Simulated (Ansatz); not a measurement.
# CH₄ClFO₂Sn: how energies converge with the basis set

An exercise on one series of results from a longer session: the logs are not shown, and one member is left open.

The runs use Ansatz 0.2.0, Gaussian basis; one geometry, several basis sets.

Plan: PBE0-D4/def2-SVP; ωB97M-V/def2-SVP; PBE0-D4/def2-QZVPP; ωB97M-V/def2-QZVPP; the functionals' def2-TZVPP values are taken from earlier runs.

## The relaxed structure

The geometry comes from an earlier relaxation with PBE0-D4 in a triple-zeta def2 set; it is a stationary point, not always the lowest conformer. Sn takes the def2 core potential; no spin-orbit term is included.

SMILES `C[O][Sn]([OH])([F])[Cl]`, 10 atoms, charge 0, spin multiplicity 1.

Atoms are counted from 1 here; the program's logs count them from 0.

Bond lengths: C1–O2 1.418 Å, C1–H7 1.095 Å, C1–H8 1.096 Å, C1–H9 1.092 Å, O2–Sn3 1.924 Å, Sn3–O4 1.934 Å, Sn3–F5 1.894 Å, Sn3–Cl6 2.300 Å, O4–H10 0.962 Å. Angles: O2–C1–H7 112.0°, O2–C1–H8 112.1°, O2–C1–H9 106.9°, H7–C1–H8 109.0°, H7–C1–H9 108.4°, H8–C1–H9 108.3°, C1–O2–Sn3 120.6°, O2–Sn3–O4 110.1°, O2–Sn3–F5 105.4°, O2–Sn3–Cl6 113.3°, O4–Sn3–F5 109.6°, O4–Sn3–Cl6 110.5°, F5–Sn3–Cl6 107.8°, Sn3–O4–H10 113.4°.

The first run:

Contents of in.yaml:

```yaml
crystal:
  periodic: [false, false, false]
  atoms:
    - {symbol: C, position_ang: [-1.618382, -0.600790, 0.416980]}
    - {symbol: O, position_ang: [-0.385292, -0.364938, 1.076182]}
    - {symbol: Sn, position_ang: [1.072404, 0.486143, 0.153670]}
    - {symbol: O, position_ang: [1.709744, -0.649762, -1.275573]}
    - {symbol: F, position_ang: [2.435850, 0.697275, 1.451457]}
    - {symbol: Cl, position_ang: [0.541741, 2.573861, -0.652179]}
    - {symbol: H, position_ang: [-1.506058, -1.283355, -0.432016]}
    - {symbol: H, position_ang: [-2.083575, 0.327844, 0.068037]}
    - {symbol: H, position_ang: [-2.285265, -1.064075, 1.146684]}
    - {symbol: H, position_ang: [2.202031, -0.173301, -1.950542]}
basis:
  gaussian: {orbitals: def2-SVP}
hamiltonian: {xc: pbe0, dispersion: d4}
output: {orbitals: {seedname: orbitals}}
```

Launch:

```sh
> ansatz run in.yaml --threads 2 --pin off --events-out ev --progress --plain --max-ram 20480MiB --backend cpu
```

Among the steps run: PBE0-D4 in def2-SVP; ωB97M-V in def2-SVP; PBE0-D4 in def2-QZVPP; ωB97M-V in def2-QZVPP.

One table of the session follows, with a row left open; its other results are not shown here.

It belongs to the step «Density functionals: the series». 

| functional | basis | HOMO (eV) | LUMO (eV) |
| --- | --- | --- | --- |
| PBE0-D4 | def2-SVP | -8.56 | -2.16 |
| PBE0-D4 | def2-TZVPP | -8.70 | -2.36 |
| PBE0-D4 | def2-QZVPP | ? | ? |
| ωB97M-V | def2-SVP | -10.95 | -0.01 |
| ωB97M-V | def2-TZVPP | -11.12 | -0.30 |
| ωB97M-V | def2-QZVPP | -11.16 | -0.44 |

Estimate the missing values for PBE0-D4, def2-QZVPP.

As computed: HOMO (eV): -8.73; LUMO (eV): -2.41. In the column «HOMO (eV)» it lies between ωB97M-V, def2-SVP (-10.95) and PBE0-D4, def2-TZVPP (-8.70).
